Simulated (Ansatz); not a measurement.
# RbFeCl3: the cost of one run

All numbers are computed with Ansatz 0.2.0, driven from Python. Level of theory: DFT PBEsol+U, plane waves, PAW.

**1. The system**

The structure is cubic, space group Pm-3m (No. 221). Conventional cell: a = 4.930 Å, b = 4.930 Å, c = 4.930 Å, α = 90.00°, β = 90.00°, γ = 90.00°. Around Rb (site symmetry m-3m) lie 12 Cl at 3.49 Å. Fe (site symmetry m-3m) is surrounded by 6 Cl at 2.47 Å. Around Cl (site symmetry 4/mmm) lie 2 Fe at 2.47 Å and 4 Rb at 3.49 Å.

No structure file is read: the coordinates are typed or built in the script.

**2. Script**

Input file plus_u_rbfecl3.py:

```python
# -*- coding: utf-8 -*-
"""How the states of RbFeCl3 follow the Hubbard U."""

import warnings

import ansatz as az
import numpy as np

config = {
    "functional": "PBEsol",
    "smearing": "fermi_dirac",
    "width_ev": 0.05,
}


def count_gap(report):
    # lowest empty less highest filled band, counting bands; zero where they overlap
    return max(report.get("gap_by_band_count_ev") or 0.0, 0.0)

warnings.simplefilter("ignore", az.DeckWarning)

lattice = az.Lattice.of(
    (4.930122, 0.0, 0.0),
    (0.0, 4.930122, 0.0),
    (0.0, 0.0, 4.930122),
)
sites = [
    ("Rb", (0.5, 0.5, 0.5)),
    ("Fe", (0.0, 0.0, 0.0)),
    ("Cl", (0.5, 0.0, 0.0)),
    ("Cl", (0.0, 0.5, 0.0)),
    ("Cl", (0.0, 0.0, 0.5)),
]
rbfecl3 = az.Crystal(lattice=lattice)
for symbol, position in sites:
    rbfecl3 = rbfecl3.atom(symbol, position)
rbfecl3 = rbfecl3.moments(Fe=3.5)

calculation = (
    rbfecl3.calculation()
    .functional(config["functional"])
    .kpoints(5)
    .occupations(config["smearing"], width=config["width_ev"])
    .spin(az.SpinTreatment.COLLINEAR)
    .band_table()
)
rows = []
for u in [0.0, 1.5, 3.0, 4.5, 6.0]:
    report = calculation.hubbard("Fe", "d", u_eff=u).run(threads=1).report
    shell = report["hubbard"]["n_scf"]
    rows.append((u, count_gap(report), sum(shell) / len(shell), max(abs(m) for m in report["site_moments_mub"]), report["n_iterations"]))
print("      U_eff eV  gap by band count eV  Fe d occupation (projector)  largest moment muB      iterations")
for row in rows:
    print(f"{str(row[0]):>14s}  {row[1]:20.3f}  {row[2]:27.4f}  {row[3]:18.3f}  {row[4]:14d}")
```

**3. The input behind the calls**

The package turns the script's settings into the engine's input (first run):

```yaml
crystal:
  lattice:
    - [4.930122, 0.0, 0.0]
    - [0.0, 4.930122, 0.0]
    - [0.0, 0.0, 4.930122]
  atoms:
    - { symbol: Rb, position: [0.5, 0.5, 0.5] }
    - { symbol: Fe, position: [0.0, 0.0, 0.0] }
    - { symbol: Cl, position: [0.5, 0.0, 0.0] }
    - { symbol: Cl, position: [0.0, 0.5, 0.0] }
    - { symbol: Cl, position: [0.0, 0.0, 0.5] }
kpoints:
  mp_grid:
    grid: [5, 5, 5]
hamiltonian:
  xc: pbesol
  hubbard:
    - { species: Fe, l: d, u_eff: 0.0 }
magnetization:
  spin_polarized: true
  per_species:
    Fe: 3.5
scf:
  occupations:
    method: fermi_dirac
    width: 0.05
output:
  eigenvalues: true
```

**4. The run**

Run with:

```
$ python plus_u_rbfecl3.py
```

Q: Estimate wall time and peak memory on 1 thread of Arm Neoverse N1, shared host.

About 21 min, with a peak of 0.97 GiB.
